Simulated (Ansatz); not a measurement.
# C₂H₈BN₃: a ladder of functionals and wavefunction methods

The task here is to estimate one member of a computed series from the others.

The runs use Ansatz 0.2.0, Gaussian basis; functionals in def2-TZVPP, the program's frozen cores in correlated methods.

The runs, in order: PBE-D4, r2SCAN-D4, PBE0-D4, B3LYP-D4, ωB97X-V, ωB97M-V, B2PLYP; CCSD(T)/def2-TZVPP; MP2/def2-QZVPP; extrapolation to the limit.

## The relaxed structure

An earlier PBE0-D4 in a triple-zeta def2 set relaxation fixed the geometry.

SMILES `CB1NC1(N)N`, 14 atoms, charge 0, spin multiplicity 1.

Atoms are counted from 1 here; the program's logs count them from 0.

Bond lengths: C1–B2 1.551 Å, C1–H7 1.092 Å, C1–H8 1.094 Å, C1–H9 1.095 Å, B2–N3 1.356 Å, B2–C4 1.566 Å, N3–C4 1.448 Å, N3–H10 1.006 Å, C4–N5 1.455 Å, C4–N6 1.429 Å, N5–H11 1.013 Å, N5–H12 1.013 Å, N6–H13 1.015 Å, N6–H14 1.010 Å. Angles: B2–C1–H7 113.0°, B2–C1–H8 110.9°, B2–C1–H9 109.9°, H7–C1–H8 108.5°, H7–C1–H9 108.1°, H8–C1–H9 106.2°, C1–B2–N3 145.5°, C1–B2–C4 155.5°, N3–B2–C4 58.9°, B2–N3–C4 67.8°, B2–N3–H10 157.3°, C4–N3–H10 134.5°, B2–C4–N3 53.3°, B2–C4–N5 125.4°, B2–C4–N6 121.4°, N3–C4–N5 113.0°, N3–C4–N6 117.2°, N5–C4–N6 111.5° and more.

Set-up of the first run:

in.yaml

```yaml
crystal:
  periodic: [false, false, false]
  atoms:
    - {symbol: C, position_ang: [-0.495558, -0.123390, 2.217303]}
    - {symbol: B, position_ang: [0.119998, -0.201556, 0.796145]}
    - {symbol: N, position_ang: [1.112627, -0.724535, 0.035480]}
    - {symbol: C, position_ang: [0.204234, 0.095184, -0.739159]}
    - {symbol: N, position_ang: [-0.485397, -0.649978, -1.781205]}
    - {symbol: N, position_ang: [0.704083, 1.340473, -1.229904]}
    - {symbol: H, position_ang: [0.021840, -0.756793, 2.941049]}
    - {symbol: H, position_ang: [-1.551969, -0.406772, 2.201453]}
    - {symbol: H, position_ang: [-0.461395, 0.908222, 2.581544]}
    - {symbol: H, position_ang: [1.972731, -1.207135, -0.164973]}
    - {symbol: H, position_ang: [-1.296622, -0.132789, -2.099538]}
    - {symbol: H, position_ang: [-0.813870, -1.539142, -1.424248]}
    - {symbol: H, position_ang: [0.909789, 1.275907, -2.221584]}
    - {symbol: H, position_ang: [0.046608, 2.093103, -1.083364]}
basis:
  gaussian: {orbitals: def2-TZVPP}
hamiltonian: {xc: pbe, dispersion: d4}
output: {forces: true, orbitals: {seedname: orbitals}}
```

Started as:

```bash
ansatz run in.yaml --threads 4 --pin off --events-out ev --progress --plain --max-ram 10444MiB
```

Among the steps run: PBE-D4 (GGA); r2SCAN-D4 (meta-GGA); PBE0-D4 (hybrid); B3LYP-D4 (hybrid); ωB97X-V (range-separated); ωB97M-V (range-separated); B2PLYP (double hybrid); CCSD(T) in def2-TZVPP; MP2 in def2-QZVPP.

One table of the session follows, with a row left open; its other results are not shown here.

It belongs to the step «Atomisation energies». 

```
            method  atoms, summed (eV)  atomisation energy (kJ/mol)
            PBE-D4           -7287.083                       5523.1
         r2SCAN-D4           -7293.877                       5336.0
           PBE0-D4                   ?                            ?
          B3LYP-D4           -7298.421                       5370.2
           ωB97X-V           -7295.639                       5364.8
           ωB97M-V           -7294.641                       5375.3
            B2PLYP           -7292.279                       5291.3
     HF/def2-TZVPP           -7268.815                       3649.4
    MP2/def2-TZVPP           -7281.341                       5251.4
   CCSD/def2-TZVPP           -7284.328                       5060.9
CCSD(T)/def2-TZVPP           -7284.659                       5153.0
           MP2/CBS           -7283.508                       5414.1
       CCSD(T)/CBS           -7286.826                       5315.7
```

**Question.** Estimate the row for PBE0-D4.

As computed: atoms, summed (eV): -7289.080; atomisation energy (kJ/mol): 5390.9. In the column «atoms, summed (eV)» it lies between B2PLYP (-7292.279) and PBE-D4 (-7287.083).
